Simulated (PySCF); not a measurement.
# CH4FNSi2: the cost of one run

Computed with PySCF 2.14.0, with density-fitted response routines of our own, on a single molecule in the gas phase. Atoms count from 0, in the outputs and in this text.

## (1) The molecule as given

9 atoms, charge 0, multiplicity 1; geometry from: GFN2-xTB. The atoms were then displaced at random by about 0.01 Å, so the start is not that level's minimum.

Bonds of the start (Å): N0–C1 1.18, C1–Si2 1.88, Si2–Si3 2.26, Si3–F4 1.63, Si2–H5 1.47, Si2–H6 1.48, Si3–H7 1.46, Si3–H8 1.48.

## (2) Geometry optimisation at PBE0-D3(BJ)/def2-SVP

The job: settings as JSON, then the geometry in Å.

```
{"job": {"xc": "PBE0", "basis": "def2-SVP", "d3": "d3bj", "grid": 1, "shake": 0.01, "kind": "geom"}, "charge": 0, "multiplicity": 1}
N      2.865330    -1.188300    -0.483430
C      1.996710    -0.432950    -0.235840
Si     0.588070     0.743580     0.163480
Si    -1.328710    -0.436650    -0.054210
F     -2.544650     0.597180     0.300320
H      0.798210     1.865990    -0.766640
H      0.938280     1.215170     1.526280
H     -1.684840    -0.864770    -1.407310
H     -1.570590    -1.516400     0.923630
```

Launch:

```sh
$ OMP_NUM_THREADS=1 python probes_run.py task.json out
```

The driver reads the jobs from task.json and runs them one after another.

Q: Estimate the wall time and peak memory of this first job on 1 thread of Arm Neoverse N1, shared host.

About 39 s, with a peak of 0.4 GiB.
